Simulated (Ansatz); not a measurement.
**Si2GeH+ (singlet): the correlation ladder, cc-pVDZ**

How much of the correlation energy of Si2GeH+ (singlet) does each wave-function method recover here?

The runs use Ansatz 0.2.0, Gaussian basis; cc-pVDZ, core rule «outside noble gas», up to 24 orbitals frozen.

Plan: UHF; CCSD(T) on RHF; CCSD(T) on UHF; BCCD(T) on RHF; CISD; CCSDT(Q) on RHF; CCSDT(Q) on UHF; CASSCF and MRCISD+Q, 8 electrons in 8 orbitals; CASSCF and NEVPT4(SD), 8 electrons in 8 orbitals; CASSCF and NEVPT2, 8 electrons in 8 orbitals.

17 further runs of the same task are left out: 9 that didn't finish, 8 set aside as unsound or not needed.

## 1. What is computed

The geometry is a PBE0/def2-TZVP stationary point (not a proven minimum) of the parent state, kept for this charge and spin. No spin-orbit coupling is included. The filled d shell of Ge may be among the frozen orbitals whatever the setting's name suggests; the logs give the count.

4 atoms, charge 1, spin multiplicity 1.

Atoms are counted from 1 here; the program's logs count them from 0.

Bond lengths: Si1–Ge2 2.281 Å, Ge2–Si3 2.281 Å, Ge2–H4 1.745 Å. Angles: Si1–Ge2–Si3 99.3°, Si1–Ge2–H4 57.3°, Si3–Ge2–H4 57.3°.

In the tables R marks a restricted determinant and U an unrestricted one; 'frontier' is the active space of 8 electrons in 8 orbitals; energies count from the table's Hartree-Fock row.

## 2. UHF

in.yaml

```yaml
crystal:
  periodic: [false, false, false]
  atoms:
    - {symbol: Si, position_ang: [-0.025995, 0.826014, 1.739012]}
    - {symbol: Ge, position_ang: [0.007166, -0.650241, 0.000000]}
    - {symbol: Si, position_ang: [-0.025995, 0.826015, -1.739011]}
    - {symbol: H, position_ang: [0.932233, 0.828877, 0.000000]}
basis:
  gaussian: {orbitals: cc-pVDZ}
total_charge: 1
magnetization: {spin_polarized: true, initial_magnetization: 0}
hamiltonian: {xc: hf}
output: {orbitals: {seedname: orbitals}}
```

Command:

```sh
$ ansatz run in.yaml --threads 1 --pin off --events-out ev --progress --plain --max-ram 2393MiB
```

The program printed:

```text
Functional definition: HF
  name "HF"
  cite "Fock, Z. Phys. 61, 126 (1930) doi:10.1007/BF01340294"
  parent pbe
  exchange = exact_x
  correlation = 0
741 factors; integrals over basis functions are off by at most 1.2e-3 eV
mean field evaluation 1: about -72201.6650 eV, gradient 9.0e0 eV
mean field evaluation 2: about -72201.6766 eV, gradient 9.0e0 eV
mean field evaluation 4: about -72202.5378 eV, gradient 1.4e0 eV
mean field evaluation 8: about -72202.6049 eV, gradient 1.7e-1 eV
mean field evaluation 16: about -72202.6229 eV, gradient 3.2e-1 eV
mean field evaluation 32: about -72202.6951 eV, gradient 7.9e-6 eV
mean field evaluation 64: about -72202.6292 eV, gradient 8.3e-2 eV
mean field evaluation 96: about -72202.4273 eV, gradient 1.4e0 eV
mean field evaluation 128: about -72195.8162 eV, gradient 7.7e0 eV
mean field evaluation 160: about -72202.6296 eV, gradient 9.9e-2 eV
mean field evaluation 192: about -72202.6213 eV, gradient 2.0e-1 eV
mean field evaluation 224: about -72202.6077 eV, gradient 2.3e-4 eV
mean field -72202.69512798 eV, -2653.4001052088 hartree, gradient 7.9e-6 eV, S^2 0.628152; 6 other end points of the search recorded, 0 dependent functions left out
reference -72202.69512798 eV, -2653.4001052088 hartree; 30, 30 occupied and 38, 38 virtual orbitals, 741 factors
Total energy: -72202.69512798 eV, -2653.4001052088 hartree
```

Run time: 8.5 s. Hardware: 1 thread of Arm Neoverse V2, shared host.

From the report: ⟨S²⟩ of the determinant 0.628 (pure singlet: 0.00). The determinant is far from a pure spin state, so its energy mixes those of several spin states (harmless only where they are near-degenerate, as at dissociation).

The unrestricted solution breaks the spin symmetry, so the restricted determinant is unstable here.

## 3. CCSD(T) on RHF

Changes to in.yaml since step 2:

```diff
@@ -10,4 +10,3 @@
 total_charge: 1
-magnetization: {spin_polarized: true, initial_magnetization: 0}
-hamiltonian: {xc: hf}
-output: {orbitals: {seedname: orbitals}}
+magnetization: {spin_polarized: false}
+correlation: {method: ccsd_t, electrons: outside_noble_gas}
```

Same command.

The program printed, cut to the lines that bear on the results:

```text
Functional definition: HF
  name "HF"
  cite "Fock, Z. Phys. 61, 126 (1930) doi:10.1007/BF01340294"
  parent pbe
[...]
741 factors; integrals over basis functions are off by at most 1.2e-3 eV
[...]
mean field -72202.60767265 eV, -2653.3968912848 hartree, gradient 5.9e-6 eV, S^2 0.000000; 0 other end points of the search recorded, 0 dependent functions left out; unrestricted orbitals would lower it
24 core orbitals not correlated: weight in the atoms' cores, before any rotation towards them, 1.000 or more for the frozen orbitals, at most 0.000 for the correlated occupied ones
reference -72202.60767265 eV, -2653.3968912848 hartree; 6, 6 occupied and 38, 38 virtual orbitals, 741 factors
second order -6.53533847 eV of doubles, -0.00000000 eV of singles
cycle   1  -7.06609671 eV  change   -5.3e-1 eV  update   1.3e-1
[...]
cycle  14  -7.56274108 eV  change    5.5e-6 eV  update   8.3e-6
perturbative correction -0.52486463 eV, -0.0192884195 hartree
Total energy: -72210.69527836 eV, -2653.6941053126 hartree
```

Run time: 1.6 s. Hardware: 1 thread of Arm Neoverse V2, shared host.

From the report: correlation -8.0876 eV; T1 0.040; largest double amplitude 0.07.

## 4. CCSD(T) on UHF

Changes to in.yaml since step 3:

```diff
@@ -10,3 +10,3 @@
 total_charge: 1
-magnetization: {spin_polarized: false}
+magnetization: {spin_polarized: true, initial_magnetization: 0}
 correlation: {method: ccsd_t, electrons: outside_noble_gas}
```

Same command.

The program printed, cut to the lines that bear on the results:

```text
Functional definition: HF
  name "HF"
  cite "Fock, Z. Phys. 61, 126 (1930) doi:10.1007/BF01340294"
  parent pbe
[...]
741 factors; integrals over basis functions are off by at most 1.2e-3 eV
[...]
mean field -72202.69512798 eV, -2653.4001052088 hartree, gradient 2.0e-6 eV, S^2 0.628150; 15 other end points of the search recorded, 0 dependent functions left out
determinant -72202.69512798 eV, -2653.4001052088 hartree, with singles and doubles -72210.12211287 eV, -2653.6730418692 hartree
determinant -72201.54394799 eV, -2653.3578001245 hartree, with singles and doubles -72208.30914730 eV, -2653.6064166133 hartree
determinant -72201.41998877 eV, -2653.3532447070 hartree, with singles and doubles -72208.26471783 eV, -2653.6047838607 hartree
determinant -72201.40368364 eV, -2653.3526455046 hartree, with singles and doubles -72208.31939624 eV, -2653.6067932551 hartree
determinant -72202.60767265 eV, -2653.3968912848 hartree, with singles and doubles -72210.16947896 eV, -2653.6747825411 hartree
24 core orbitals not correlated: weight in the atoms' cores, before any rotation towards them, 1.000 or more for the frozen orbitals, at most 0.000 for the correlated occupied ones
reference -72202.69512798 eV, -2653.4001052088 hartree; 6, 6 occupied and 38, 38 virtual orbitals, 741 factors
second order -5.93098550 eV of doubles, -0.00000000 eV of singles
cycle   1  -7.42735702 eV  change   -3.7e-4 eV  update   7.7e-3
[...]
cycle  12  -7.44696428 eV  change   -1.8e-6 eV  update   6.2e-6
perturbative correction -0.52449433 eV, -0.0192748110 hartree
Total energy: -72210.66658659 eV, -2653.6930509094 hartree
```

Run time: 32 s. Hardware: 1 thread of Arm Neoverse V2, shared host.

From the report: ⟨S²⟩ of the determinant 0.628 (pure singlet: 0.00); correlation -7.9715 eV; T1 0.096; largest double amplitude 0.06. The determinant is far from a pure spin state, so its energy mixes those of several spin states (harmless only where they are near-degenerate, as at dissociation).

## 5. BCCD(T) on RHF

Changes to in.yaml since step 4:

```diff
@@ -10,3 +10,3 @@
 total_charge: 1
-magnetization: {spin_polarized: true, initial_magnetization: 0}
-correlation: {method: ccsd_t, electrons: outside_noble_gas}
+magnetization: {spin_polarized: false}
+correlation: {method: bccd_t, electrons: outside_noble_gas}
```

Same command.

The program printed, cut to the lines that bear on the results:

```text
Functional definition: HF
  name "HF"
  cite "Fock, Z. Phys. 61, 126 (1930) doi:10.1007/BF01340294"
  parent pbe
[...]
741 factors; integrals over basis functions are off by at most 1.2e-3 eV
[...]
mean field -72202.60767265 eV, -2653.3968912848 hartree, gradient 5.9e-6 eV, S^2 0.000000; 0 other end points of the search recorded, 0 dependent functions left out; unrestricted orbitals would lower it
24 core orbitals not correlated: weight in the atoms' cores, before any rotation towards them, 1.000 or more for the frozen orbitals, at most 0.000 for the correlated occupied ones
reference -72202.60767265 eV, -2653.3968912848 hartree; 6, 6 occupied and 38, 38 virtual orbitals, 741 factors
second order -6.53533847 eV of doubles, -0.00000000 eV of singles
cycle   1  -7.09844299 eV  change   -5.6e-1 eV  update   1.3e-1
[...]
cycle  14  -7.52614457 eV  change   -8.9e-6 eV  update   1.1e-5
perturbative correction -0.56724723 eV, -0.0208459513 hartree
Total energy: -72210.70106445 eV, -2653.6943179475 hartree
```

It took 1.8 s on 1 thread of Arm Neoverse V2, shared host.

From the report: correlation -8.0934 eV; largest double amplitude 0.08.

## 6. CISD

Changes to in.yaml since step 5:

```diff
@@ -10,3 +10,2 @@
 total_charge: 1
-magnetization: {spin_polarized: false}
-correlation: {method: bccd_t, electrons: outside_noble_gas}
+correlation: {active_space: {ras: {orbitals: [6, 0, 38], electrons: 12, max_holes: 2, max_particles: 2}, fixed_orbitals: true}}
```

The command is unchanged.

The program printed:

```text
Functional definition: HF
  name "HF"
  cite "Fock, Z. Phys. 61, 126 (1930) doi:10.1007/BF01340294"
  parent pbe
  exchange = exact_x
  correlation = 0
741 factors; integrals over basis functions are off by at most 1.2e-3 eV
mean field evaluation 1: about -72201.6650 eV, gradient 1.3e1 eV
mean field evaluation 2: about -72201.6766 eV, gradient 1.3e1 eV
mean field evaluation 4: about -72202.5379 eV, gradient 1.9e0 eV
mean field evaluation 8: about -72202.6049 eV, gradient 2.3e-1 eV
mean field -72202.60767265 eV, -2653.3968912848 hartree, gradient 5.9e-6 eV, S^2 0.000000; 0 other end points of the search recorded, 0 dependent functions left out
reference -72202.60767265 eV, -2653.3968912848 hartree; 30, 30 occupied and 38, 38 virtual orbitals, 741 factors
state -72209.17231201 eV, -2653.6381373315 hartree
Total energy: -72209.17231201 eV, -2653.6381373315 hartree
```

Run time: 1.7 s. Hardware: 1 thread of Arm Neoverse V2, shared host.

From the report: 36,851 determinants.

## 7. CCSDT(Q) on RHF

Changes to in.yaml since step 6:

```diff
@@ -10,2 +10,3 @@
 total_charge: 1
-correlation: {active_space: {ras: {orbitals: [6, 0, 38], electrons: 12, max_holes: 2, max_particles: 2}, fixed_orbitals: true}}
+magnetization: {spin_polarized: false}
+correlation: {method: ccsdt_q, electrons: outside_noble_gas}
```

The command is unchanged.

The program printed, cut to the lines that bear on the results:

```text
Functional definition: HF
  name "HF"
  cite "Fock, Z. Phys. 61, 126 (1930) doi:10.1007/BF01340294"
  parent pbe
[...]
1372 factors; integrals over basis functions are off by at most 2.1e-7 eV
[...]
mean field -72202.60777638 eV, -2653.3968950966 hartree, gradient 5.3e-6 eV, S^2 0.000000; 0 other end points of the search recorded, 0 dependent functions left out; unrestricted orbitals would lower it
24 core orbitals not correlated: weight in the atoms' cores, before any rotation towards them, 1.000 or more for the frozen orbitals, at most 0.000 for the correlated occupied ones
reference -72202.60777638 eV, -2653.3968950966 hartree; 6, 6 occupied and 38, 38 virtual orbitals, 1372 factors
second order -6.53539444 eV of doubles, -0.00000000 eV of singles
cycle   1  -7.06611567 eV  change   -5.3e-1 eV  update   1.5e-1
[...]
cycle  20  -8.13624672 eV  change    1.1e-6 eV  update   1.3e-6
perturbative correction -0.06698754 eV, -0.0024617467 hartree
Total energy: -72210.81101064 eV, -2653.6983583954 hartree
```

It took 12 s on 1 thread of Arm Neoverse V2, shared host.

From the report: correlation -8.2032 eV; T1 0.047; largest double amplitude 0.09.

## 8. CCSDT(Q) on UHF

Changes to in.yaml since step 7:

```diff
@@ -10,3 +10,3 @@
 total_charge: 1
-magnetization: {spin_polarized: false}
+magnetization: {spin_polarized: true, initial_magnetization: 0}
 correlation: {method: ccsdt_q, electrons: outside_noble_gas}
```

Same command.

The program printed, cut to the lines that bear on the results:

```text
Functional definition: HF
  name "HF"
  cite "Fock, Z. Phys. 61, 126 (1930) doi:10.1007/BF01340294"
  parent pbe
[...]
1372 factors; integrals over basis functions are off by at most 2.1e-7 eV
[...]
mean field -72202.69524045 eV, -2653.4001093420 hartree, gradient 2.7e-6 eV, S^2 0.628174; 15 other end points of the search recorded, 0 dependent functions left out
determinant -72202.69524045 eV, -2653.4001093420 hartree, with singles and doubles -72210.12223909 eV, -2653.6730465078 hartree
determinant -72201.54407633 eV, -2653.3578048409 hartree, with singles and doubles -72208.30927731 eV, -2653.6064213913 hartree
determinant -72201.42010645 eV, -2653.3532490316 hartree, with singles and doubles -72208.26484719 eV, -2653.6047886146 hartree
determinant -72201.40379583 eV, -2653.3526496273 hartree, with singles and doubles -72208.31959418 eV, -2653.6068005293 hartree
determinant -72202.60777638 eV, -2653.3968950966 hartree, with singles and doubles -72210.16960494 eV, -2653.6747871705 hartree
24 core orbitals not correlated: weight in the atoms' cores, before any rotation towards them, 1.000 or more for the frozen orbitals, at most 0.000 for the correlated occupied ones
reference -72202.69524045 eV, -2653.4001093420 hartree; 6, 6 occupied and 38, 38 virtual orbitals, 1372 factors
second order -5.93100702 eV of doubles, -0.00000000 eV of singles
cycle   1  -6.62345631 eV  change   -6.9e-1 eV  update   1.5e-1
[...]
cycle  26  -8.04837702 eV  change   -2.1e-7 eV  update   9.1e-7
perturbative correction -0.08013586 eV, -0.0029449384 hartree
Total energy: -72210.82375333 eV, -2653.6988266807 hartree
```

It took 2.3 min on 1 thread of Arm Neoverse V2, shared host; peak memory 0.7 GiB.

From the report: ⟨S²⟩ of the determinant 0.628 (pure singlet: 0.00); correlation -8.1285 eV; T1 0.110; largest double amplitude 0.09. The determinant is far from a pure spin state, so its energy mixes those of several spin states (harmless only where they are near-degenerate, as at dissociation).

## 9. CASSCF and MRCISD+Q, 8 electrons in 8 orbitals

Changes to in.yaml since step 8:

```diff
@@ -10,3 +10,2 @@
 total_charge: 1
-magnetization: {spin_polarized: true, initial_magnetization: 0}
-correlation: {method: ccsdt_q, electrons: outside_noble_gas}
+correlation: {method: fic_mrcisd_q, electrons: outside_noble_gas, active_space: {window: {electrons: 8, orbitals: 8}}}
```

Launched as before.

The program printed, cut to the lines that bear on the results:

```text
Functional definition: HF
  name "HF"
  cite "Fock, Z. Phys. 61, 126 (1930) doi:10.1007/BF01340294"
  parent pbe
[...]
741 factors; integrals over basis functions are off by at most 1.2e-3 eV
[...]
mean field -72202.60767265 eV, -2653.3968912848 hartree, gradient 5.9e-6 eV, S^2 0.000000; 0 other end points of the search recorded, 0 dependent functions left out; unrestricted orbitals would lower it
reference -72202.60767265 eV, -2653.3968912848 hartree; 30, 30 occupied and 38, 38 virtual orbitals, 741 factors
state -72204.55525499 eV, -2653.4684636157 hartree
contracted CI cycle   1: correlation 0.00000000 eV, 0.0000000000 hartree, residual 1.50e1 eV
contracted CI cycle   2: correlation -4.93433840 eV, -0.1813335916 hartree, residual 3.72e0 eV
contracted CI cycle   3: correlation -5.28086598 eV, -0.1940682452 hartree, residual 1.21e0 eV
contracted CI cycle   4: correlation -5.31865236 eV, -0.1954568690 hartree, residual 4.68e-1 eV
contracted CI cycle   5: correlation -5.32408218 eV, -0.1956564113 hartree, residual 1.80e-1 eV
contracted CI cycle   6: correlation -5.32487664 eV, -0.1956856073 hartree, residual 7.12e-2 eV
contracted CI cycle   7: correlation -5.32500891 eV, -0.1956904680 hartree, residual 3.05e-2 eV
contracted CI cycle   8: correlation -5.32503309 eV, -0.1956913568 hartree, residual 1.27e-2 eV
contracted CI cycle   9: correlation -5.32503725 eV, -0.1956915095 hartree, residual 5.27e-3 eV
contracted CI cycle  10: correlation -5.32503796 eV, -0.1956915355 hartree, residual 2.17e-3 eV
contracted CI cycle  11: correlation -5.32503807 eV, -0.1956915398 hartree, residual 8.77e-4 eV
state -72204.55525499 eV, -2653.4684636157 hartree; corrected -72210.68706254 eV, -2653.6938033867 hartree
Total energy: -72210.68706254 eV, -2653.6938033867 hartree
```

It took 13 s on 1 thread of Arm Neoverse V2, shared host.

From the report: 2,450 determinants; active occupations 1.99, 1.96, 1.95, 1.90, 0.07, 0.07, 0.04, 0.03.

## 10. CASSCF and NEVPT4(SD), 8 electrons in 8 orbitals

Changes to in.yaml since step 9:

```diff
@@ -10,2 +10,2 @@
 total_charge: 1
-correlation: {method: fic_mrcisd_q, electrons: outside_noble_gas, active_space: {window: {electrons: 8, orbitals: 8}}}
+correlation: {method: fic_nevpt4_sd, electrons: outside_noble_gas, active_space: {window: {electrons: 8, orbitals: 8}}}
```

The command is unchanged.

The program printed:

```text
Functional definition: HF
  name "HF"
  cite "Fock, Z. Phys. 61, 126 (1930) doi:10.1007/BF01340294"
  parent pbe
  exchange = exact_x
  correlation = 0
741 factors; integrals over basis functions are off by at most 1.2e-3 eV
mean field evaluation 1: about -72201.6650 eV, gradient 1.3e1 eV
mean field evaluation 2: about -72201.6766 eV, gradient 1.3e1 eV
mean field evaluation 4: about -72202.5379 eV, gradient 1.9e0 eV
mean field evaluation 8: about -72202.6049 eV, gradient 2.3e-1 eV
mean field -72202.60767265 eV, -2653.3968912848 hartree, gradient 5.9e-6 eV, S^2 0.000000; 0 other end points of the search recorded, 0 dependent functions left out; unrestricted orbitals would lower it
reference -72202.60767265 eV, -2653.3968912848 hartree; 30, 30 occupied and 38, 38 virtual orbitals, 741 factors
state -72204.55525499 eV, -2653.4684636157 hartree
state -72204.55525499 eV, -2653.4684636157 hartree; corrected -72210.40487675 eV, -2653.6834332502 hartree
Total energy: -72210.40487675 eV, -2653.6834332502 hartree
```

Wall time 13 s (1 thread of Arm Neoverse V2, shared host).

From the report: 2,450 determinants; active occupations 1.99, 1.96, 1.95, 1.90, 0.07, 0.07, 0.04, 0.03.

## 11. CASSCF and NEVPT2, 8 electrons in 8 orbitals

Changes to in.yaml since step 10:

```diff
@@ -10,2 +10,2 @@
 total_charge: 1
-correlation: {method: fic_nevpt4_sd, electrons: outside_noble_gas, active_space: {window: {electrons: 8, orbitals: 8}}}
+correlation: {method: sc_nevpt2, electrons: outside_noble_gas, active_space: {window: {electrons: 8, orbitals: 8}}}
```

Same command.

The program printed:

```text
Functional definition: HF
  name "HF"
  cite "Fock, Z. Phys. 61, 126 (1930) doi:10.1007/BF01340294"
  parent pbe
  exchange = exact_x
  correlation = 0
741 factors; integrals over basis functions are off by at most 1.2e-3 eV
mean field evaluation 1: about -72201.6650 eV, gradient 1.3e1 eV
mean field evaluation 2: about -72201.6766 eV, gradient 1.3e1 eV
mean field evaluation 4: about -72202.5379 eV, gradient 1.9e0 eV
mean field evaluation 8: about -72202.6049 eV, gradient 2.3e-1 eV
mean field -72202.60767265 eV, -2653.3968912848 hartree, gradient 5.9e-6 eV, S^2 0.000000; 0 other end points of the search recorded, 0 dependent functions left out; unrestricted orbitals would lower it
reference -72202.60767265 eV, -2653.3968912848 hartree; 30, 30 occupied and 38, 38 virtual orbitals, 741 factors
state -72204.55525499 eV, -2653.4684636157 hartree
state -72204.55525499 eV, -2653.4684636157 hartree; corrected -72209.03476465 eV, -2653.6330825590 hartree
Total energy: -72209.03476465 eV, -2653.6330825590 hartree
```

Run time: 12 s. Hardware: 1 thread of Arm Neoverse V2, shared host.

From the report: 2,450 determinants; active occupations 1.99, 1.96, 1.95, 1.90, 0.07, 0.07, 0.04, 0.03.

## 12. Misses and costs

No level here is safe as a reference; RCCSDT(Q) serves as a yardstick only. Rows without a time come out of other runs: HF, MP2 and CCSD of CCSD(T), CCSDT of CCSDT(Q), CASSCF and MRCISD of the multireference runs.

Differences are taken before rounding.

```csv
method,energy from the lowest RHF (kcal/mol),from RCCSDT(Q) (kcal/mol),time
RHF,0.00,+189.17,
UHF,-2.02,+187.16,
RMP2,-150.71,+38.46,
UMP2,-138.79,+50.38,
CISD,-151.38,+37.79,1.7 s
RCCSD,-174.40,+14.77,
UCCSD,-173.75,+15.43,
RCCSD(T),-186.50,+2.67,1.6 s
UCCSD(T),-185.84,+3.33,32 s
BCCD(T),-186.64,+2.54,1.8 s
RCCSDT,-187.63,+1.54,
UCCSDT,-187.62,+1.55,
RCCSDT(Q),-189.17,0,12 s
UCCSDT(Q),-189.47,-0.29,2.3 min
CASSCF frontier,-44.91,+144.26,
NEVPT2 frontier,-148.21,+40.96,12 s
NEVPT4(SD) frontier,-179.81,+9.37,13 s
MRCISD frontier,-167.71,+21.46,
MRCISD+Q frontier,-186.32,+2.86,13 s
```

Among the levels timed on like hardware and quicker than the yardstick, those that no quicker one beats, quickest first: RCCSD(T) (1.6 s, +2.67 kcal/mol); BCCD(T) (1.8 s, +2.54 kcal/mol).

## 13. Summary of results

| quantity | value |
| --- | --- |
| RCCSDT(Q) below the RHF energy | -8.2033 eV |
| RMP2 from RCCSDT(Q) | +38.46 kcal/mol |
| UMP2 from RCCSDT(Q) | +50.38 kcal/mol |
| RCCSD from RCCSDT(Q) | +14.77 kcal/mol |
| RCCSD(T) from RCCSDT(Q) | +2.67 kcal/mol |
| UCCSD(T) from RCCSDT(Q) | +3.33 kcal/mol |
| UCCSDT(Q) from RCCSDT(Q) | -0.29 kcal/mol |
| NEVPT2 frontier from RCCSDT(Q) | +40.96 kcal/mol |
| NEVPT4(SD) frontier from RCCSDT(Q) | +9.37 kcal/mol |
| MRCISD+Q frontier from RCCSDT(Q) | +2.86 kcal/mol |
| T1 diagnostic | 0.040 |

**Reading.** RCCSD(T) lands +2.67 kcal/mol from the yardstick (1.4 % of the correlation energy). CCSD(T) misses by +2.67 kcal/mol on the restricted determinant and by +3.33 kcal/mol on the unrestricted one; the two need not hold the same state or core. Warnings: restricted reference is unstable; spin contamination; large T1 diagnostic.
